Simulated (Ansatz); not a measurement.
# CH₂Ga (doublet): wave-function methods side by side, cc-pVDZ

An exercise on one series of results from a longer session: the logs are not shown, and one member is left open.

The runs use Ansatz 0.2.0, Gaussian basis; cc-pVDZ, core rule «outside noble gas», up to 15 orbitals frozen.

The runs, in order: UHF; CCSD(T) on ROHF; CCSD(T) on UHF; BCCD(T) on ROHF; CISD; CCSDT(Q) on ROHF; CCSDT(Q) on UHF; CASSCF and MRCISD+Q, 9 electrons in 10 orbitals; CASSCF and NEVPT2, 9 electrons in 10 orbitals.

26 further runs of the same task are left out: 4 for a known fault of the program, 8 that didn't finish, 14 set aside as unsound or not needed.

## What is computed

The geometry is a PBE0/def2-TZVP stationary point (not a proven minimum). No spin-orbit coupling is included. The filled d shell of Ga may be among the frozen orbitals whatever the setting's name suggests; the logs give the count.

4 atoms, charge 0, spin multiplicity 2.

Atoms are counted from 1 here; the program's logs count them from 0.

Bond lengths: C1–Ga2 2.015 Å, C1–H3 1.094 Å, C1–H4 1.094 Å. Angles: Ga2–C1–H3 124.7°, Ga2–C1–H4 124.7°, H3–C1–H4 110.7°.

The first run:

in.yaml

```yaml
crystal:
  periodic: [false, false, false]
  atoms:
    - {symbol: C, position_ang: [0.000000, 0.000000, 1.662466]}
    - {symbol: Ga, position_ang: [0.000000, 0.000000, -0.352437]}
    - {symbol: H, position_ang: [0.000000, -0.899709, 2.284663]}
    - {symbol: H, position_ang: [0.000000, 0.899710, 2.284663]}
basis:
  gaussian: {orbitals: cc-pVDZ}
magnetization: {spin_polarized: true, initial_magnetization: 1}
hamiltonian: {xc: hf}
output: {orbitals: {seedname: orbitals}}
```

Launch:

```bash
$ ansatz run in.yaml --threads 1 --pin off --events-out ev --progress --plain --max-ram 2393MiB
```

Among the steps run: UHF; CCSD(T) on ROHF; CCSD(T) on UHF; BCCD(T) on ROHF; CISD; CCSDT(Q) on ROHF; CCSDT(Q) on UHF; CASSCF and MRCISD+Q, 9 electrons in 10 orbitals; CASSCF and NEVPT2, 9 electrons in 10 orbitals.

One of the session's tables, all rows but one given; the rest of the session is left out.

It belongs to the step «Misses and costs». 

| method | from UCCSDT(Q) (kcal/mol) |
| --- | --- |
| ROHF | +126.62 |
| UHF | +124.39 |
| RMP2 | +23.57 |
| UMP2 | +23.70 |
| RCCSD | +3.75 |
| UCCSD | +3.70 |
| RCCSD(T) | +0.72 |
| UCCSD(T) | ? |
| BCCD(T) | +0.70 |
| RCCSDT | +0.21 |
| UCCSDT | +0.19 |
| RCCSDT(Q) | +0.02 |
| UCCSDT(Q) | 0 |
| CASSCF valence | +69.97 |
| NEVPT2 valence | +17.27 |
| MRCISD valence | +3.64 |
| MRCISD+Q valence | +0.27 |

Q: Estimate the row for UCCSD(T) from the others.

As computed: from UCCSDT(Q) (kcal/mol): +0.71. In the column «from UCCSDT(Q) (kcal/mol)» it lies between BCCD(T) (+0.70) and RCCSD(T) (+0.72).

Not comparable, so not listed: CISD (they don't share determinant, frozen orbitals or solution with the rows shown, or repeat one).

To keep in mind: Restricted and unrestricted rows rest on different reference determinants; where their highest levels disagree by more than a few hundredths of an eV, they describe different states and don't form one ladder.
